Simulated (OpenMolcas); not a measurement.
# Cr⁴⁺ among point charges: CASSCF and CASPT2 levels and susceptibility

How does a field of 5 point charges split the states of Cr⁴⁺, and what χT follows?

Program: OpenMolcas 26.06. Level of theory: state-averaged CASSCF and CASPT2, spin-orbit coupling by RASSI with atomic mean-field integrals. These are calculated values, not measurements, unless marked.

## (1) What is computed

```
Species                           : Cr⁴⁺ (chromium, Z = 24, 20 electrons)
Basis                             : ANO-RCC-VDZP [5s4p2d1f], 34 functions
Scalar Hamiltonian                : DKH2, point nucleus
Inactive shells                   : 1s 2s 2p 3s 3p
Active space                      : 2 electrons in 5 orbitals (3d)
Some configurations of this space : 3d2
Orbitals                          : optimised for each spin and parity, averaged over all roots
```

Outer shells as boxes (Hund's rule):

3d2
```
3d [↑ ][↑ ][  ][  ][  ]
```

The ion sits among 5 point charges of -1.5 e arranged as a trigonal bipyramid (D3h), 1.75 Å from the ion, with the axial distance 2.047 Å.

The work runs as a chain of OpenMolcas steps in one folder; each step below is one input file. Labels, J, g values, rates, χT and fits are worked out afterwards by a script from the matrices that RASSI stores.

## (2) One- and two-electron integrals

The input, a.inp:

```
&GATEWAY
Coord
1

Cr 0.0 0.0 0.0
Basis=ANO-RCC-VDZP
Group=NoSym
NoMove
AngMom=0.0 0.0 0.0
AMFI
XField
5 Angstrom 0
1.750000 0.000000 0.000000 -1.500000
-0.875000 1.515544 0.000000 -1.500000
-0.875000 -1.515544 0.000000 -1.500000
0.000000 0.000000 2.047500 -1.500000
0.000000 0.000000 -2.047500 -1.500000
&SEWARD
```

Launch:

```bash
> OMP_NUM_THREADS=1 MOLCAS_MEM=1689 MOLCAS_PROJECT=a pymolcas a.inp > a.log
```

## (3) Reference wave functions, triplets, 10 roots

The input, a.inp:

```
&RASSCF
FileOrb=start.orb
Symmetry=1
Spin=3
nActEl=2 0 0
Inactive=9
Ras2=5
CIRoot=10 10 1
SDav=10
CIMx=300
Iter=120 100
PrWF=0.3
OrbListing=Nothing
MaxOrb=0
>>> COPY $Project.JobIph JOB001
```

start.orb holds the contracted functions of the basis, ordered by shell, or the orbitals of the step before.

## (4) CASSCF: singlets, 15 roots

The input, a.inp:

```
&RASSCF
FileOrb=start.orb
Symmetry=1
Spin=1
nActEl=2 0 0
Inactive=9
Ras2=5
CIRoot=15 15 1
SDav=15
CIMx=300
Iter=120 100
PrWF=0.3
OrbListing=Nothing
MaxOrb=0
>>> COPY $Project.JobIph JOB002
```

## (5) State interaction with spin-orbit coupling

The input, a.inp:

```
&RASSI
NrOfJobIphs=2 10 15
1 2 3 4 5 6 7 8 9 10
1 2 3 4 5 6 7 8 9 10 11 12 13 14 15
IphNames
JOB001
JOB002
EJob
SpinOrbit
DIPRint=1.0
SOCoupling=1000.0
Subsets=2
Property=9
'ANGMOM' 1 'ANGMOM' 2 'ANGMOM' 3 'MLTPL  1' 1 'MLTPL  1' 2 'MLTPL  1' 3
'AMFI' 1 'AMFI' 2 'AMFI' 3
SOProperty=3
'ANGMOM' 1 'ANGMOM' 2 'ANGMOM' 3
```

## (6) CASPT2: IPEA 0.25, imaginary shift 0.1 (closed shells correlated: 3s 3p)

The input, a.inp:

```
>>> COPY JOB001 $Project.JobIph
&CASPT2
Multistate=10 1 2 3 4 5 6 7 8 9 10
NoMult
Frozen=5
IPEA=0.25
Imaginary=0.1
MaxIter=60
WThr=0.0 0.3 0.05
PrWF=0.5
NoMix
>>> COPY JOB002 $Project.JobIph
&CASPT2
Multistate=15 1 2 3 4 5 6 7 8 9 10 11 12 13 14 15
NoMult
Frozen=5
IPEA=0.25
Imaginary=0.1
MaxIter=60
WThr=0.0 0.3 0.05
PrWF=0.5
NoMix
```

(Steps that only read results are left out.)

**Question.** What will these runs give? Wanted: spin-free ground state; first state of the same spin within the active space; lowest level; next level.

As calculated:

```
                                            quantity                                                                        value
                                              method  SS-CASPT2, IPEA 0.25, imaginary shift 0.1 (closed shells correlated: 3s 3p)
                              spin-free ground state                                              3A2, 1-fold in its orbital part
first state of the same spin within the active space                                                             3A2 at 1060 cm⁻¹
                                        lowest level                                                                    1-fold A1
                                          next level                                                                   135.5 cm⁻¹
                                         χT at 300 K                                                               0.62 cm³ K/mol
                           effective moment at 300 K                                                                      2.23 μB
```

Cost by method:

| method | time of its own steps | time with the reference |
| --- | --- | --- |
| A. CASSCF | 5.3 s | 5.3 s |
| B. SS-CASPT2, IPEA 0.25, imaginary shift 0.1, +3s 3p | 2.1 s | 7.4 s |

Times are of one thread on a shared host.

The spin-free ground state (3A2) comes to 99 % from free-ion F terms and keeps the highest spin of the shell. χT at 300 K is 0.62, against 1.00 cm³ K/mol for the spin alone, so spin-orbit coupling lowers it. CASPT2 does not keep the components of a term degenerate, and the means are used. The field of point charges can differ much from that of real complexes. This is an electrostatic model: the charges have no orbitals.
